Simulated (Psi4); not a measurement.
# B3LYP/6-311+G(d,p) run of SiHClF2 (SMILES F[SiH](F)Cl)

What is the vertical ionisation energy of SiHClF2 at B3LYP/6-311+G**? 

The calculation is run with Psi4 1.11.

1 further run of the same task is left out (set aside as unsound or not needed).

## (1) The molecule

SiHClF2: 5 atoms, total charge 0, spin state singlet. As SMILES, `F[SiH](F)Cl`. Geometry: relaxed at PBE0-D4/def2-TZVP.

Bond lengths: F1–Si2 1.577 Å, Si2–F3 1.577 Å, Si2–Cl4 2.018 Å, Si2–H5 1.465 Å. Angles: F1–Si2–F3 107.6°, F1–Si2–Cl4 109.0°, F3–Si2–Cl4 109.0°, F1–Si2–H5 109.8°, F3–Si2–H5 109.8°, Cl4–Si2–H5 111.5°.

## (2) Energy and gradient at B3LYP/6-311+G(d,p)

clf2hsi.in

```
memory 1600 MB

molecule {
  0 1
  F     -0.64175099    -1.17427581     2.68360007
  Si     0.18122474    -0.00037795     0.07143165
  F     -0.06330583     2.96082289     0.29574214
  Cl    -2.18735799    -1.23966034    -2.64845116
  H      2.80548740    -0.68597058    -0.48036838
  units au
  symmetry c1
  no_reorient
  no_com
}

set {
  basis 6-311+G**
  puream true
  e_convergence 1e-09
  d_convergence 1e-08
  scf_type pk
  dft_radial_points 99
  dft_spherical_points 590
}

e_tot = gradient("b3lyp")
```

Command:

```sh
psi4 -i clf2hsi.in -o clf2hsi.out -n 1
```

clf2hsi.out:

```text
[...]
  Running in c1 symmetry.
[...]
  Nuclear repulsion =  230.926516300095187
[...]
  Multiplicity = 1
[...]
  Nalpha       = 25
  Nbeta        = 25
[...]
    Number of basis functions: 110
[...]
   @RKS iter   1:  -950.14824188609725   -2.11506e-01   5.98316e-03 DIIS/ADIIS
[...]
   @RKS iter  10:  -950.26688609112693   -1.03455e-11   6.05228e-09 DIIS
[...]
    Orbital Energies [Eh]
    ---------------------
    Doubly Occupied:
       1A   -101.576247     2A    -66.225993     3A    -24.707621
       4A    -24.707615     5A     -9.492292     6A     -7.254309
       7A     -7.248141     8A     -7.248104     9A     -5.392080
      10A     -3.752274    11A     -3.751699    12A     -3.748141
      13A     -1.245346    14A     -1.226011    15A     -0.867705
      16A     -0.604302    17A     -0.533165    18A     -0.514717
      19A     -0.507059    20A     -0.470738    21A     -0.457244
      22A     -0.456330    23A     -0.400456    24A     -0.364709
      25A     -0.361788
[...]
  @RKS Final Energy:  -950.26688609112693
   => Energetics <=
    Nuclear Repulsion Energy =            230.9265163000951873
    One-Electron Energy =               -1775.5416063920529268
    Two-Electron Energy =                 651.3131353430094350
    DFT Exchange-Correlation Energy =     -56.9649313421787582
    Empirical Dispersion Energy =           0.0000000000000000
    VV10 Nonlocal Energy =                  0.0000000000000000
    Total Energy =                       -950.2668860911269348
[...]
 Multipole Moments:
 ------------------------------------------------------------------------------------
     Multipole            Electronic (a.u.)      Nuclear  (a.u.)        Total (a.u.)
 ------------------------------------------------------------------------------------
 L = 1.  Multiply by 2.5417464519 to convert [e a0] to [Debye]
 Dipole X            :         38.6540225          -38.1879635            0.4660591
 Dipole Y            :          5.4801664           -5.6865639           -0.2063976
 Dipole Z            :         17.4454769          -17.6899151           -0.2444382
 Magnitude           :                                                    0.5652973
[...]
  -Total Gradient:
     Atom            X                  Y                   Z
    ------   -----------------  -----------------  -----------------
       1        0.005439150070     0.007509975826    -0.016964490861
       2       -0.013255716965     0.009511297416     0.013274678359
       3        0.001705674517    -0.019193316796    -0.001543872640
       4        0.005058836151     0.002537152381     0.005617637567
       5        0.001072644063    -0.000332325787    -0.000322199827
[...]
```

Run time: 22 s. Hardware: 1 thread of AMD EPYC 7R43 (Zen 3), shared host; peak memory 0.53 GiB.

## (3) The doublet cation, same level

calc.in

```
memory 1600 MB

molecule mol {
  1 2
  F     -0.339600    -0.621400     1.420100
  Si     0.095900    -0.000200     0.037800
  F     -0.033500     1.566800     0.156500
  Cl    -1.157500    -0.656000    -1.401500
  H      1.484600    -0.363000    -0.254200
  units angstrom
  symmetry c1
  no_reorient
  no_com
}

set {
  reference uks
  puream true
  e_convergence 1e-09
  d_convergence 1e-08
  scf_type pk
  dft_radial_points 99
  dft_spherical_points 590
  maxiter 200
}

e, wfn = gradient("b3lyp/6-311+G**", return_wfn=True)
oeprop(wfn, "LOWDIN_CHARGES", "MAYER_INDICES", "MULLIKEN_CHARGES")
```

Command:

```sh
psi4 calc.in calc.out -n 1
```

calc.out, shortened:

```text
[...]
  Running in c1 symmetry.
[...]
  Nuclear repulsion =  230.926516139271200
[...]
  Multiplicity = 2
[...]
  Nalpha       = 25
  Nbeta        = 24
[...]
    Number of basis functions: 110
[...]
   @UKS iter   1:  -949.65989007262749    2.76846e-01   5.92674e-03 DIIS/ADIIS
[...]
   @UKS iter  16:  -949.79984200908837    7.95808e-13   5.35529e-09 DIIS
[...]
   @S^2 Observed:                7.555032004E-01
[...]
  @UKS Final Energy:  -949.79984200908837
   => Energetics <=
    Nuclear Repulsion Energy =            230.9265161392712002
    One-Electron Energy =               -1762.2857196596837639
    Two-Electron Energy =                 638.2315443835342421
    DFT Exchange-Correlation Energy =     -56.6721828722100014
    Empirical Dispersion Energy =           0.0000000000000000
    VV10 Nonlocal Energy =                  0.0000000000000000
    Total Energy =                       -949.7998420090883656
[...]
 Multipole Moments:
 ------------------------------------------------------------------------------------
     Multipole            Electronic (a.u.)      Nuclear  (a.u.)        Total (a.u.)
 ------------------------------------------------------------------------------------
 L = 1.  Multiply by 2.5417464519 to convert [e a0] to [Debye]
 Dipole X            :         37.8194435          -38.1879635           -0.3685200
 Dipole Y            :          4.7663342           -5.6865639           -0.9202297
 Dipole Z            :         16.0352694          -17.6899152           -1.6546458
 Magnitude           :                                                    1.9288552
[...]
  -Total Gradient:
     Atom            X                  Y                   Z
    ------   -----------------  -----------------  -----------------
       1       -0.000740848701     0.006600668292     0.003878684980
       2        0.001860715973    -0.032614177154    -0.056019685472
       3       -0.001620167166     0.000310324744     0.007511376359
       4        0.015031176557     0.014954913046     0.029538289417
       5       -0.014509959107     0.010781157837     0.015153346950
[...]
  Mulliken Charges: (a.u.)
   Center  Symbol    Alpha    Beta     Spin     Total
       1     F     4.60536  4.58485  0.02051 -0.19021
       2    SI     6.59054  6.58317  0.00737  0.82629
       3     F     4.60536  4.58485  0.02052 -0.19021
       4    CL     8.65296  7.92515  0.72781  0.42189
[...]
```

Run time: 41 s. Hardware: 1 thread of AMD EPYC 7R43 (Zen 3), shared host; peak memory 0.52 GiB.

## (4) What came out

Level: B3LYP/6-311+G**.

```
                                          quantity          value
                     singlet SiHClF2: total energy  -950.26689 Eh
                    singlet SiHClF2: dipole moment         1.44 D
                      singlet SiHClF2: HOMO energy       -9.84 eV
                      singlet SiHClF2: LUMO energy       -0.16 eV
                    singlet SiHClF2: HOMO–LUMO gap        9.69 eV
         singlet SiHClF2: largest force on an atom     1.082 eV/Å
                      doublet cation: total energy  -949.79984 Eh
doublet cation: HOMO energy (highest over α and β)      -17.41 eV
 doublet cation: LUMO energy (lowest over α and β)      -15.50 eV
                              doublet cation: ⟨S²⟩          0.756
          doublet cation: largest force on an atom     3.335 eV/Å
vertical ionisation energy (to the doublet cation)      12.709 eV
```

**Reading.** The vertical ionisation energy comes to 12.71 eV (1226 kJ/mol). The largest force (singlet SiHClF2) is 1.08 eV/Å: the shape isn't a stationary point for this species at this level. The negative HOMO energy of the first species, 9.84 eV, lies 2.86 eV below that difference. Mulliken charges (doublet cation) run from -0.19 on F1 to +0.83 on Si2; in a basis this large or diffuse they mean little.
